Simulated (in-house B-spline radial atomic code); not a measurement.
# W⁷²⁺: a helium-like spectrum by configuration interaction

Question: what is the low spectrum of W⁷²⁺ as two electrons over the core none (bare nucleus)?

Program: an in-house B-spline radial atomic code, version 1. Level of theory: configuration interaction of two valence electrons in the frozen-core Dirac-Hartree-Fock potential, then with screened core-valence correlation, Breit and QED (CI+MBPT), no-pair Dirac, B-spline basis. These are calculated values, not measurements, unless marked.

## 1. The atom as given

```
element : tungsten (Z = 74)
charge  : +72
core    : none (bare nucleus)
nucleus : mass number 184, rms radius 5.366 fm
```

## 2. The run

Settings of the run, as the program recorded them:

```ini
basis_form = 3
Z = 74
core_configuration = 
rms_radius = 5.3658
mass_number = 184
speed_of_light = 137.035999084
box_radius = 1.216
lmax = 6
intervals = 53
virtual_cutoff = 10952.0
```

The run is started by

```
$ python run_mb.py task.json out
```

From the run's result record (rounded, not every field):

```text
status: converged
ion: ["1s1/2", -2967.715529, -2972.318186]
complete_below [hartree]: -3076.461824
mean_screening: {}
ci_size: 2746
levels [hartree (two-electron valence energies)]:
  - {"J": 0, "odd": 0, "e": -5877.34861, "e_ci": -5892.46216, "match": 1.0, "conf": [["1s2", 1.0]], "term": "1S", "term_weight": 1.0, "jj": "1/2,1/2"}
  - {"J": 1, "odd": 0, "e": -3709.60269, "e_ci": -3714.97607, "match": 1.0, "conf": [["1s2s", 1.0]], "term": "3S", "term_weight": 1.0, "jj": "1/2,1/2", "g": 2.0023}
  - {"J": 1, "odd": 1, "e": -3705.38953, "e_ci": -3710.10923, "match": 1.0, "conf": [["1s2p", 1.0]], "term": "3P", "term_weight": 0.676, "jj": "1/2,1/2", "g": 1.3388}
  - {"J": 0, "odd": 0, "e": -3703.96115, "e_ci": -3710.59808, "match": 1.0, "conf": [["1s2s", 1.0]], "term": "1S", "term_weight": 1.0, "jj": "1/2,1/2"}
  - {"J": 0, "odd": 1, "e": -3703.89788, "e_ci": -3710.93215, "match": 1.0, "conf": [["1s2p", 1.0]], "term": "3P", "term_weight": 1.0, "jj": "1/2,1/2"}
  - {"J": 2, "odd": 1, "e": -3647.474, "e_ci": -3652.32005, "match": 1.0, "conf": [["1s2p", 1.0]], "term": "3P", "term_weight": 1.0, "jj": "1/2,3/2", "g": 1.5012}
  - {"J": 1, "odd": 1, "e": -3645.63397, "e_ci": -3650.7937, "match": 1.0, "conf": [["1s2p", 1.0]], "term": "1P", "term_weight": 0.676, "jj": "1/2,3/2", "g": 1.1626}
  - {"J": 1, "odd": 0, "e": -3289.85162, "e_ci": -3294.67523, "match": 1.0, "conf": [["1s3s", 1.0]], "term": "3S", "term_weight": 1.0, "jj": "1/2,1/2", "g": 2.0023}
  - {"J": 1, "odd": 1, "e": -3288.71724, "e_ci": -3293.36471, "match": 1.0, "conf": [["1s3p", 0.999]], "term": "3P", "term_weight": 0.676, "jj": "1/2,1/2", "g": 1.3387}
  - {"J": 0, "odd": 0, "e": -3288.35339, "e_ci": -3293.54224, "match": 1.0, "conf": [["1s3s", 0.999]], "term": "1S", "term_weight": 1.0, "jj": "1/2,1/2"}
  - {"J": 0, "odd": 1, "e": -3288.31694, "e_ci": -3293.57869, "match": 1.0, "conf": [["1s3p", 0.999]], "term": "3P", "term_weight": 1.0, "jj": "1/2,1/2"}
  - {"J": 2, "odd": 1, "e": -3271.47233, "e_ci": -3276.1461, "match": 1.0, "conf": [["1s3p", 0.999]], "term": "3P", "term_weight": 1.0, "jj": "1/2,3/2", "g": 1.5012}
  - {"J": 2, "odd": 0, "e": -3271.12102, "e_ci": -3275.66658, "match": 1.0, "conf": [["1s3d", 1.0]], "term": "3D", "term_weight": 0.6, "jj": "1/2,3/2", "g": 1.1002}
  - {"J": 1, "odd": 0, "e": -3270.96415, "e_ci": -3275.67627, "match": 1.0, "conf": [["1s3d", 1.0]], "term": "3D", "term_weight": 1.0, "jj": "1/2,3/2", "g": 0.49884}
  - {"J": 1, "odd": 1, "e": -3270.92319, "e_ci": -3275.70776, "match": 1.0, "conf": [["1s3p", 0.999]], "term": "1P", "term_weight": 0.676, "jj": "1/2,3/2", "g": 1.1626}
  - {"J": 3, "odd": 0, "e": -3266.18947, "e_ci": -3270.76416, "match": 1.0, "conf": [["1s3d", 1.0]], "term": "3D", "term_weight": 1.0, "jj": "1/2,5/2", "g": 1.3341}
  - {"J": 2, "odd": 0, "e": -3266.07704, "e_ci": -3270.74797, "match": 1.0, "conf": [["1s3d", 1.0]], "term": "1D", "term_weight": 0.6, "jj": "1/2,5/2", "g": 1.0669}
  - {"J": 1, "odd": 0, "e": -3145.94122, "e_ci": -3150.63485, "match": 1.0, "conf": [["1s4s", 0.999]], "term": "3S", "term_weight": 1.0, "jj": "1/2,1/2", "g": 2.0023}
  - {"J": 1, "odd": 1, "e": -3145.4843, "e_ci": -3150.10573, "match": 1.0, "conf": [["1s4p", 0.998]], "term": "3P", "term_weight": 0.676, "jj": "1/2,1/2", "g": 1.3386}
  - {"J": 0, "odd": 0, "e": -3145.33437, "e_ci": -3150.1833, "match": 1.0, "conf": [["1s4s", 0.998]], "term": "1S", "term_weight": 1.0, "jj": "1/2,1/2"}
  - {"J": 0, "odd": 1, "e": -3145.31791, "e_ci": -3150.19115, "match": 1.0, "conf": [["1s4p", 0.998]], "term": "3P", "term_weight": 1.0, "jj": "1/2,1/2"}
  - {"J": 2, "odd": 1, "e": -3138.26152, "e_ci": -3142.89311, "match": 1.0, "conf": [["1s4p", 0.999]], "term": "3P", "term_weight": 1.0, "jj": "1/2,3/2", "g": 1.5012}
  - {"J": 2, "odd": 0, "e": -3138.11307, "e_ci": -3142.69234, "match": 1.0, "conf": [["1s4d", 0.999]], "term": "3D", "term_weight": 0.6, "jj": "1/2,3/2", "g": 1.1003}
  - {"J": 1, "odd": 0, "e": -3138.04617, "e_ci": -3142.6976, "match": 1.0, "conf": [["1s4d", 0.999]], "term": "3D", "term_weight": 1.0, "jj": "1/2,3/2", "g": 0.49884}
  - {"J": 1, "odd": 1, "e": -3138.02988, "e_ci": -3142.71139, "match": 1.0, "conf": [["1s4p", 0.998]], "term": "1P", "term_weight": 0.676, "jj": "1/2,3/2", "g": 1.1626}
  - {"J": 3, "odd": 0, "e": -3136.02133, "e_ci": -3140.61254, "match": 1.0, "conf": [["1s4d", 0.999]], "term": "3D", "term_weight": 1.0, "jj": "1/2,5/2", "g": 1.3341}
  - {"J": 3, "odd": 1, "e": -3136.01287, "e_ci": -3140.60184, "match": 1.0, "conf": [["1s4f", 1.0]], "term": "3F", "term_weight": 0.57, "jj": "1/2,5/2", "g": 1.0476}
  - {"J": 2, "odd": 1, "e": -3135.98296, "e_ci": -3140.60191, "match": 1.0, "conf": [["1s4f", 1.0]], "term": "3F", "term_weight": 1.0, "jj": "1/2,5/2", "g": 0.66589}
  - {"J": 2, "odd": 0, "e": -3135.97071, "e_ci": -3140.60355, "match": 1.0, "conf": [["1s4d", 0.999]], "term": "1D", "term_weight": 0.6, "jj": "1/2,5/2", "g": 1.0668}
  - {"J": 4, "odd": 1, "e": -3135.00006, "e_ci": -3139.59453, "match": 1.0, "conf": [["1s4f", 1.0]], "term": "3F", "term_weight": 1.0, "jj": "1/2,7/2", "g": 1.2506}
  - {"J": 3, "odd": 1, "e": -3134.97838, "e_ci": -3139.59442, "match": 1.0, "conf": [["1s4f", 1.0]], "term": "1F", "term_weight": 0.57, "jj": "1/2,7/2", "g": 1.0359}
  - {"J": 1, "odd": 0, "e": -3080.48005, "e_ci": -3085.12848, "match": 1.0, "conf": [["1s5s", 0.998]], "term": "3S", "term_weight": 1.0, "jj": "1/2,1/2", "g": 2.0023}
  - {"J": 1, "odd": 1, "e": -3080.25238, "e_ci": -3084.86467, "match": 1.0, "conf": [["1s5p", 0.998]], "term": "3P", "term_weight": 0.675, "jj": "1/2,1/2", "g": 1.3384}
  - {"J": 0, "odd": 0, "e": -3080.17162, "e_ci": -3084.90437, "match": 1.0, "conf": [["1s5s", 0.998]], "term": "1S", "term_weight": 1.0, "jj": "1/2,1/2"}
  - {"J": 0, "odd": 1, "e": -3080.16471, "e_ci": -3084.90709, "match": 1.0, "conf": [["1s5p", 0.997]], "term": "3P", "term_weight": 1.0, "jj": "1/2,1/2"}
  - {"J": 2, "odd": 1, "e": -3076.58086, "e_ci": -3081.19817, "match": 1.0, "conf": [["1s5p", 0.998]], "term": "3P", "term_weight": 1.0, "jj": "1/2,3/2", "g": 1.5012}
  - {"J": 2, "odd": 0, "e": -3076.5062, "e_ci": -3081.09678, "match": 1.0, "conf": [["1s5d", 0.998]], "term": "3D", "term_weight": 0.6, "jj": "1/2,3/2", "g": 1.1003}
  - {"J": 1, "odd": 0, "e": -3076.47132, "e_ci": -3081.09973, "match": 1.0, "conf": [["1s5d", 0.998]], "term": "3D", "term_weight": 1.0, "jj": "1/2,3/2", "g": 0.49884}
  - {"J": 1, "odd": 1, "e": -3076.46182, "e_ci": -3081.1061, "match": 1.0, "conf": [["1s5p", 0.998]], "term": "1P", "term_weight": 0.675, "jj": "1/2,3/2", "g": 1.1627}
```

It took 28 s on 1 thread, shared host.

Fields of a level: J, parity (odd), the two-electron energy e with all corrections and e_ci from plain CI (hartree), match between the two, leading configurations in the ion's orbitals, term and its weight, jj label, Landé g.

Levels above complete_below are not shown. The record's own labels can count the outer n one higher than the tables below, which number each series by energy.

## 3. Level list

Levels in eV above the lowest (the lowest of the complete part); the outer n of a series is counted by energy.

| level | purity | g | CI | CI+MBPT |
| --- | --- | --- | --- | --- |
| 1s2 1S0 | 1.00 | - | 0.00 | 0.00 |
| 1s2s 3S1 | 1.00 | 2.002 | 59252.42 | 58987.37 |
| 1s2p 3P°1 | 0.68 | 1.339 | 59384.85 | 59102.02 |
| 1s2s 1S0 | 1.00 | - | 59371.55 | 59140.89 |
| 1s2p 3P°0 | 1.00 | - | 59362.46 | 59142.61 |
| 1s2p 3P°2 | 1.00 | 1.501 | 60957.37 | 60677.98 |
| 1s2p 1P°1 | 0.68 | 1.163 | 60998.91 | 60728.05 |
| 1s3s 3S1 | 1.00 | 2.002 | 70689.38 | 70409.38 |
| 1s3p 3P°1 | 0.68 | 1.339 | 70725.04 | 70440.25 |
| 1s3s 1S0 | 1.00 | - | 70720.21 | 70450.15 |
| 1s3p 3P°0 | 1.00 | - | 70719.22 | 70451.14 |
| 1s3p 3P°2 | 1.00 | 1.501 | 71193.59 | 70909.51 |
| 1s3d 3D2 | 0.60 | 1.100 | 71206.64 | 70919.07 |
| 1s3d 3D1 | 1.00 | 0.499 | 71206.37 | 70923.33 |
| 1s3p 1P°1 | 0.68 | 1.163 | 71205.51 | 70924.45 |
| 1s3d 3D3 | 1.00 | 1.334 | 71340.04 | 71053.26 |
| 1s3d 1D2 | 0.60 | 1.067 | 71340.48 | 71056.32 |
| 1s4s 3S1 | 1.00 | 2.002 | 74608.92 | 74325.38 |
| 1s4p 3P°1 | 0.68 | 1.339 | 74623.32 | 74337.82 |
| 1s4s 1S0 | 1.00 | - | 74621.21 | 74341.89 |
| 1s4p 3P°0 | 1.00 | - | 74621.00 | 74342.34 |
| 1s4p 3P°2 | 1.00 | 1.501 | 74819.59 | 74534.36 |
| 1s4d 3D2 | 0.60 | 1.100 | 74825.05 | 74538.40 |
| 1s4d 3D1 | 1.00 | 0.499 | 74824.91 | 74540.22 |
| 1s4p 1P°1 | 0.68 | 1.163 | 74824.53 | 74540.66 |
| 1s4d 3D3 | 1.00 | 1.334 | 74881.64 | 74595.32 |
| 1s4f 3F°3 | 0.57 | 1.048 | 74881.93 | 74595.55 |
| 1s4f 3F°2 | 1.00 | 0.666 | 74881.93 | 74596.36 |
| 1s4d 1D2 | 0.60 | 1.067 | 74881.89 | 74596.69 |
| 1s4f 3F°4 | 1.00 | 1.251 | 74909.34 | 74623.11 |
| 1s4f 1F°3 | 0.57 | 1.036 | 74909.35 | 74623.70 |
| 1s5s 3S1 | 1.00 | 2.002 | 76391.44 | 76106.67 |
| 1s5p 3P°1 | 0.68 | 1.338 | 76398.62 | 76112.87 |
| 1s5s 1S0 | 1.00 | - | 76397.54 | 76115.06 |
| 1s5p 3P°0 | 1.00 | - | 76397.47 | 76115.25 |
| 1s5p 3P°2 | 1.00 | 1.501 | 76498.39 | 76212.77 |
| 1s5d 3D2 | 0.60 | 1.100 | 76501.15 | 76214.80 |
| 1s5d 3D1 | 1.00 | 0.499 | 76501.07 | 76215.75 |
| 1s5p 1P°1 | 0.68 | 1.163 | 76500.90 | 76216.01 |

## 4. Transitions

From the result record:

```text
transitions:
  - ["E1", 2, 0, 0.012491, 0.012491]
  - ["E1", 2, 1, 0.050978, 0.050978]
  - ["E1", 3, 2, -0.035338, -0.035338]
  - ["E1", 4, 1, 0.035831, 0.035831]
  - ["E1", 5, 1, -0.08655, -0.08655]
  - ["E1", 6, 0, 0.017933, 0.017933]
  - ["E1", 6, 1, -0.038254, -0.038254]
  - ["E1", 6, 3, 0.055304, 0.055304]
  - ["E1", 7, 2, 0.010314, 0.010314]
  - ["E1", 7, 4, -0.0074321, -0.0074321]
  - ["E1", 7, 5, 0.025144, 0.025144]
  - ["E1", 7, 6, -0.011226, -0.011226]
  - ["E1", 8, 0, -0.0046533, -0.0046533]
  - ["E1", 8, 1, 0.031576, 0.031576]
  - ["E1", 8, 3, 0.022381, 0.022381]
  - ["E1", 8, 7, 0.13028, 0.13028]
  - ["E1", 9, 2, -0.0068973, -0.0068973]
  - ["E1", 9, 6, -0.015813, -0.015813]
  - ["E1", 9, 8, -0.090346, -0.090346]
  - ["E1", 10, 1, 0.022085, 0.022085]
  - ["E1", 10, 7, 0.091718, 0.091718]
  - ["E1", 11, 1, -0.039919, -0.039919]
  - ["E1", 11, 7, -0.21426, -0.21426]
  - ["E1", 12, 2, 0.070479, 0.070479]
  - ["E1", 12, 5, -0.034089, -0.034089]
  - ["E1", 12, 6, 0.012247, 0.012247]
  - ["E1", 12, 8, 0.17314, 0.17314]
  - ["E1", 12, 11, -0.072597, -0.072597]
  - ["E1", 13, 2, 0.031765, 0.031765]
  - ["E1", 13, 4, 0.044782, 0.044782]
  - ["E1", 13, 5, -0.011347, -0.011347]
  - ["E1", 13, 6, -0.025177, -0.025177]
  - ["E1", 13, 8, 0.078228, 0.078228]
  - ["E1", 13, 10, 0.1096, 0.1096]
  - ["E1", 13, 11, -0.024009, -0.024009]
  - ["E1", 14, 0, 0.0075226, 0.0075226]
  - ["E1", 14, 1, 0.017477, 0.017477]
  - ["E1", 14, 3, -0.025948, -0.025948]
  - ["E1", 14, 7, 0.094557, 0.094557]
  - ["E1", 14, 9, -0.13677, -0.13677]
  - ["E1", 14, 12, 0.025916, 0.025916]
  - ["E1", 14, 13, 0.053482, 0.053482]
  - ["E1", 15, 5, 0.10515, 0.10515]
  - ["E1", 15, 11, 0.22733, 0.22733]
  - ["E1", 16, 2, -0.00073676, -0.00073676]
  - ["E1", 16, 5, 0.028111, 0.028111]
  - ["E1", 16, 6, 0.084675, 0.084675]
  - ["E1", 16, 8, -0.0018353, -0.0018353]
  - ["E1", 16, 11, 0.060818, 0.060818]
  - ["E1", 16, 14, -0.18224, -0.18224]
  - ["E1", 17, 2, 0.0042061, 0.0042061]
  - ["E1", 17, 4, -0.0030513, -0.0030513]
  - ["E1", 17, 5, 0.0093514, 0.0093514]
  - ["E1", 17, 6, -0.0041809, -0.0041809]
  - ["E1", 17, 8, -0.026641, -0.026641]
  - ["E1", 17, 10, 0.019097, 0.019097]
  - ["E1", 17, 11, -0.063127, -0.063127]
  - ["E1", 17, 14, -0.028146, -0.028146]
  - ["E1", 18, 0, 0.0026707, 0.0026707]
  - ["E1", 18, 1, -0.013062, -0.013062]
  - "... 316 more rows left out ..."
```

Each row: multipole, upper and lower level (counted from 0 in the list of levels), and the reduced element with and without core polarisation (atomic units; M1 in Bohr magnetons).

A choice of fast lines, with preference for those that end on the four lowest levels:

| kind | upper | lower | wavelength (nm) | rate (1/s) | gf |
| --- | --- | --- | --- | --- | --- |
| E1 | 1s2p 3P°1 | 1s2 1S0 | 0.020978 | 1.14e+16 | 0.226 |
| E1 | 1s2p 1P°1 | 1s2 1S0 | 0.020416 | 2.55e+16 | 0.478 |
| E1 | 1s3p 3P°1 | 1s2 1S0 | 0.017601 | 2.68e+15 | 0.0374 |
| E1 | 1s3p 1P°1 | 1s2 1S0 | 0.017481 | 7.15e+15 | 0.0983 |
| E1 | 1s4p 3P°1 | 1s2 1S0 | 0.016678 | 1.04e+15 | 0.0130 |
| E1 | 1s4p 1P°1 | 1s2 1S0 | 0.016633 | 2.96e+15 | 0.0368 |
| E1 | 1s5p 3P°1 | 1s2 1S0 | 0.016290 | 5.16e+14 | 0.00616 |
| E1 | 1s5p 1P°1 | 1s2 1S0 | 0.016267 | 1.52e+15 | 0.0181 |
| E1 | 1s3p 3P°1 | 1s2s 3S1 | 0.10826 | 5.31e+14 | 0.280 |
| E1 | 1s3p 3P°0 | 1s2s 3S1 | 0.10815 | 7.81e+14 | 0.137 |
| E1 | 1s3p 3P°2 | 1s2s 3S1 | 0.10399 | 5.74e+14 | 0.465 |
| E1 | 1s3d 3D2 | 1s2p 3P°1 | 0.10492 | 1.74e+15 | 1.44 |
| E1 | 1s3d 3D1 | 1s2p 3P°1 | 0.10488 | 5.91e+14 | 0.292 |
| E1 | 1s4d 3D2 | 1s2p 3P°1 | 0.080319 | 5.99e+14 | 0.290 |
| E2 | 1s3d 3D2 | 1s2 1S0 | 0.017482 | 6.82e+13 | - |
| E2 | 1s3d 1D2 | 1s2 1S0 | 0.017449 | 1.11e+14 | - |
| E2 | 1s4d 3D2 | 1s2 1S0 | 0.016634 | 3.60e+13 | - |
| E2 | 1s4d 1D2 | 1s2 1S0 | 0.016621 | 6.03e+13 | - |
| E2 | 1s5d 3D2 | 1s2 1S0 | 0.016268 | 1.48e+13 | - |

## 5. What came out

| quantity | value |
| --- | --- |
| ground level | 1s2 1S0 |
| ionisation energy | 79175 eV (plain CI 79461 eV) |
| first excited level | 1s2s 3S1 at 58987.37 eV |
| strongest line from the ground level | 1s2p 1P°1, 0.02042 nm, gf = 0.478 |
| largest CI block | 2746 |
| tabulated theoretical ionisation energy | 79182 eV (NIST Atomic Spectra Database, ionization energies) |

The ground level is 1s2 1S0; the corrections beyond plain CI change the ionisation energy by -286 eV, to 79175 eV. The lowest 12 levels have a mean term purity of 0.92, though 3 of them mix. The spin-changing line from 1s2p 3P°1 has a rate of 1.14e+16 1/s, against 2.55e+16 1/s for the strongest allowed line to the ground level; rates also scale with the cube of the energy, so the ratio isn't the spin rule alone. The tabulated theoretical ionisation energy is 79182 eV, so the final value is off by -0.0086 %. With no core the corrections are the Breit and QED terms alone; nuclear recoil is left out.
